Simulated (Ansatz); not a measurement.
# One shape, several levels: BF3 (boron trifluoride)

We compute a comparison of 6 runs (B2PLYP/STO-3G, revPBE/STO-3G, wB97X/STO-3G, CCSDTQ/STO-3G, CCSD/STO-3G, UCCSD(T)/STO-3G) of BF3 (boron trifluoride). 

Program for the calculation: Ansatz 0.2.0.

43 further runs of the same task are left out: 4 that didn't finish, 39 set aside as unsound or not needed.

## Step 1: Starting point

BF3 has 4 atoms, charge 0, and is taken as a singlet. SMILES: `FB(F)F`. The B2–F1 distance was set to 3.278 Å, away from the relaxed value. At this shape a bond of the SMILES string is far longer than usual.

Bond lengths: B2–F3 1.311 Å, B2–F4 1.311 Å. Angles: F3–B2–F4 120.0°.

## Step 2: The energy at B2PLYP/STO-3G (run 1)

run.yaml reads:

```yaml
crystal:
  periodic: [false, false, false]
  atoms:
    - {symbol: F, position_ang: [1.359663, 0.526857, 2.935725]}
    - {symbol: B, position_ang: [0.000020, -0.000000, 0.000010]}
    - {symbol: F, position_ang: [-0.265170, -1.223510, -0.389620]}
    - {symbol: F, position_ang: [-0.278730, 1.012770, -0.784660]}
basis:
  gaussian: {orbitals: STO-3G}
hamiltonian: {xc: {name: B2PLYP}}
accuracy: high
correlation: {frozen_orbitals: {B: 1, F: 1}}
```

The run is started by

```
$ ansatz run run.yaml --threads 1 --pin off --max-ram 3480MiB --events-out events.jsonl --progress --plain --runs-dir runs
```

The program printed:

```text
Warning: RAYON_NUM_THREADS=1 ignored (pool sized by the plan → 1); use --threads N
Functional definition: B2PLYP
  name "B2PLYP"
  parameter a = 0.53
  parameter c = 0.27
  exchange = (1 - a)*b88_x + a*exact_x
  correlation = (1 - c)*lyp_c + c*(mp2_os + mp2_ss)
329 factors; integrals over basis functions are off by at most 3.2e-8 eV
mean field evaluation 1: about -8673.6236 eV, gradient 2.2e1 eV
mean field evaluation 2: about -8673.6223 eV, gradient 2.2e1 eV
mean field evaluation 4: about -8674.4278 eV, gradient 1.7e1 eV
mean field evaluation 8: about -8667.1157 eV, gradient 7.4e0 eV
mean field evaluation 16: about -8683.1523 eV, gradient 4.5e-2 eV
mean field evaluation 32: about -8683.0050 eV, gradient 1.3e0 eV
mean field evaluation 64: about -8506.2888 eV, gradient 1.5e1 eV
mean field -8683.15227668 eV, -319.0999605158 hartree, gradient 1.0e-8 eV, S^2 0.000000; 4 other end points of the search recorded, 0 dependent functions left out; unrestricted orbitals would lower it
4 core orbitals not correlated: weight in the atoms' cores, before any rotation towards them, 1.000 or more for the frozen orbitals, at most 0.000 for the correlated occupied ones
reference -8683.15228969 eV, -319.0999609940 hartree; 12, 12 occupied and 4, 4 virtual orbitals, 329 factors
second order -13.29173393 eV of doubles, -0.00000000 eV of singles
Total energy: -8686.74105785 eV, -319.2318457913 hartree
```

It took 1.9 s on 1 thread of Arm Neoverse V1, shared host; peak memory 0.095 GiB.

## Step 3: The energy at revPBE/STO-3G (run 2)

molecule.yaml reads:

```yaml
basis:
  gaussian: {orbitals: STO-3G}
crystal:
  periodic: [false, false, false]
  atoms:
    - {symbol: F, position_ang: [1.359663, 0.526857, 2.935725]}
    - {symbol: B, position_ang: [0.000020, -0.000000, 0.000010]}
    - {symbol: F, position_ang: [-0.265170, -1.223510, -0.389620]}
    - {symbol: F, position_ang: [-0.278730, 1.012770, -0.784660]}
hamiltonian: {xc: {name: revPBE}}
accuracy: high
```

The run is started by

```
$ ansatz run molecule.yaml --threads 1 --pin off --max-ram 3480MiB --events-out events.jsonl --progress --plain --runs-dir runs
```

The program printed:

```text
Warning: RAYON_NUM_THREADS=1 ignored (pool sized by the plan → 1); use --threads N
Functional definition: revPBE
  name "revPBE"
  parameter kappa = 1.245
  parameter beta = 0.06672455060314922
  exchange = pbe_x(kappa = kappa, mu = beta*pi^2/3)
  correlation = pbe_c(beta = beta)
329 factors; integrals over basis functions are off by at most 3.2e-8 eV
mean field evaluation 1: about -8683.6967 eV, gradient 1.0e1 eV
mean field evaluation 2: about -8288.9024 eV, gradient 1.9e1 eV
mean field evaluation 4: about -8683.3936 eV, gradient 7.2e0 eV
mean field evaluation 8: about -8694.1146 eV, gradient 3.0e-1 eV
mean field evaluation 16: about -8694.0777 eV, gradient 2.0e-8 eV
mean field -8694.07767387 eV, -319.5014614572 hartree, gradient 2.0e-8 eV, S^2 0.000000; 2 other end points of the search recorded, 0 dependent functions left out
reference -8694.07767541 eV, -319.5014615138 hartree; 16, 16 occupied and 4, 4 virtual orbitals, 329 factors
Total energy: -8694.07767541 eV, -319.5014615138 hartree
```

It took 1.2 s on 1 thread of Arm Neoverse V1, shared host; peak memory 0.09 GiB.

Runs 3 to 4 aren't shown in full; the table further down has their settings and results.

## Step 4: A single-point energy at CCSD/STO-3G (run 5)

input.yaml reads:

```yaml
crystal:
  periodic: [false, false, false]
  atoms:
    - {symbol: F, position_ang: [1.359663, 0.526857, 2.935725]}
    - {symbol: B, position_ang: [0.000020, -0.000000, 0.000010]}
    - {symbol: F, position_ang: [-0.265170, -1.223510, -0.389620]}
    - {symbol: F, position_ang: [-0.278730, 1.012770, -0.784660]}
basis:
  gaussian: {orbitals: STO-3G}
scf: {omitted_lower_state_checks: [cluster_reference, increment]}
accuracy: high
correlation: {method: ccsd, frozen_orbitals: {B: 1, F: 1}}
```

The run is started by

```
$ ansatz run input.yaml --threads 1 --pin off --max-ram 3480MiB --events-out events.jsonl --progress --plain --runs-dir runs
```

The program printed:

```text
Warning: RAYON_NUM_THREADS=1 ignored (pool sized by the plan → 1); use --threads N
[... 14 lines left out ...]
4 core orbitals not correlated: weight in the atoms' cores, before any rotation towards them, 1.000 or more for the frozen orbitals, at most 0.000 for the correlated occupied ones
[... 40 lines left out ...]
WARN: these amplitudes may be one of several solutions (largest doubles amplitude 0.91, level shift 17.59 eV)
Total energy: -8667.83687238 eV, -318.5371297891 hartree
Checks for a lower state left out: cluster_reference, increment
```

It took 0.3 s on 1 thread of Arm Neoverse V1, shared host.

## Step 5: A single-point energy at UCCSD(T)/STO-3G (run 6)

job.yaml reads:

```yaml
crystal:
  periodic: [false, false, false]
  atoms:
    - {symbol: F, position_ang: [1.359663, 0.526857, 2.935725]}
    - {symbol: B, position_ang: [0.000020, -0.000000, 0.000010]}
    - {symbol: F, position_ang: [-0.265170, -1.223510, -0.389620]}
    - {symbol: F, position_ang: [-0.278730, 1.012770, -0.784660]}
basis:
  gaussian:
    orbitals: STO-3G
correlation:
  method: ccsd_t
  frozen_orbitals: {B: 1, F: 1}
accuracy: high
scf:
  omitted_lower_state_checks: [cluster_reference, increment]
magnetization:
  spin_polarized: true
  initial_magnetization: 0
```

The run is started by

```
$ ansatz run job.yaml --threads 1 --pin off --max-ram 3480MiB --events-out events.jsonl --progress --plain --runs-dir runs
```

The program printed:

```text
Warning: RAYON_NUM_THREADS=1 ignored (pool sized by the plan → 1); use --threads N
[... 17 lines left out ...]
4 core orbitals not correlated: weight in the atoms' cores, before any rotation towards them, 1.000 or more for the frozen orbitals, at most 0.000 for the correlated occupied ones
[... 54 lines left out ...]
Total energy: -8668.35419505 eV, -318.5561410467 hartree
Checks for a lower state left out: cluster_reference, increment
```

Run time: 1 s. Hardware: 1 thread of Arm Neoverse V1, shared host.

## Step 6: Overview of the runs

```csv
run,level,frozen core orbitals,energy (Eh),wall time
1,B2PLYP/STO-3G,4,-319.231846,1.9 s
2,revPBE/STO-3G,–,-319.501462,1.2 s
3,wB97X/STO-3G,–,-319.479236,5.1 s
4,CCSDTQ/STO-3G,4,-318.557330,62 s
5,CCSD/STO-3G,4,-318.537130,0.3 s
6,UCCSD(T)/STO-3G,4,-318.556141,1 s
```

## Step 7: Outcome

```
                                          quantity          value
                               run 6: total energy  -318.55614 Eh
run 6: correlation energy (4 core orbitals frozen)      -90.9 mEh
                             run 6: (T) correction      -7.87 mEh
          run 6: ⟨S²⟩ of the reference determinant          1.002
                              run 6: T1 diagnostic          0.016
```

What this shows: Totals of different functionals can't be ranked against each other. In run 5 the T1 diagnostic is large, so a single reference may not serve. In runs 1, 4, 5 the log says that unrestricted orbitals would lower the reference, so the values rest on an unstable closed-shell determinant (other closed-shell runs at this shape may share the fault). In runs 1, 2, 3, 4, 5, 6 the basis is minimal, so the values are rough. Spin contamination of the reference: run 6 ⟨S²⟩ = 1.00. Where it is this large, the reference is a mixture of spin states, and values that rest on it are in doubt. All runs together took 71 s, the longest 62 s.
